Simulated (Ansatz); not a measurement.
Working through a ladder of methods at one geometry of FH4OSi2, SMILES O[SiH](F)[SiH2]

Program: the Ansatz DFT code, driven from Python.

At the Python prompt:
```pycon
>>> from dataclasses import dataclass
>>> import ansatz as az
>>> @dataclass(frozen=True)
... class Settings:
...     basis: str = "def2-SVP"
...
>>> cfg = Settings()
>>> GEOMETRY = """
... O     0.62160    0.33670   -1.56130
... Si    0.73300    0.25010    0.07230
... F     0.79850    1.75690    0.61170
... Si   -0.98180   -0.82180    1.02570
... H     0.34260    1.26380   -1.90110
... H     2.00480   -0.43500    0.38010
... H    -1.11530   -2.25870    0.61700
... H    -2.31130   -0.14910    0.69990
... """
>>> fh4osi2 = az.Crystal.molecule()
>>> for line in GEOMETRY.strip().splitlines():
...     symbol, *xyz = line.split()
...     fh4osi2 = fh4osi2.atom(symbol, [float(v) for v in xyz])
...
>>> job = (
...     fh4osi2.calculation()
...     .basis(gaussian=cfg.basis)
...     .spin("collinear", total=1)
... )
>>> methods = ["mp2", "ccsd", "ccsd_t"]
>>> batch = az.Session.batch([job.correlation(m).input() for m in methods])
>>> reports = sorted(batch.plan().execute().molecular_reports, key=lambda each: each["member"])
>>> print(f"Hartree-Fock reference {reports[0]['reference_energy_ev'] / 27.211386246:.6f} Ha")
Hartree-Fock reference -754.222949 Ha
>>> best = reports[-1]["free_energy_ev"] - reports[-1]["reference_energy_ev"]
>>> for method, each in zip(methods, reports):
...     gained = each["free_energy_ev"] - each["reference_energy_ev"]
...     print(f"{method:8s} total {each['free_energy_ev'] / 27.211386246:.6f} Ha  correlation {gained:9.4f} eV  ({100 * gained / best:.1f} % of the last)")
...
mp2      total -754.772592 Ha  correlation  -14.9565 eV  (91.6 % of the last)
ccsd     total -754.811110 Ha  correlation  -16.0047 eV  (98.0 % of the last)
ccsd_t   total -754.822976 Ha  correlation  -16.3276 eV  (100.0 % of the last)
```

Caveats:
- Total energies depend on the basis set; only differences at equal settings carry meaning.
- The geometry is a force-field or estimated start, not a minimum of this method, and the basis set is short of its limit. A lower total doesn't mark the better method: functionals have no common bound, and MP2 and coupled cluster aren't variational.
- The run takes the species as open-shell (spin multiplicity 2), which needn't be its ground state.
- Inner cores stay frozen, so this is valence correlation.
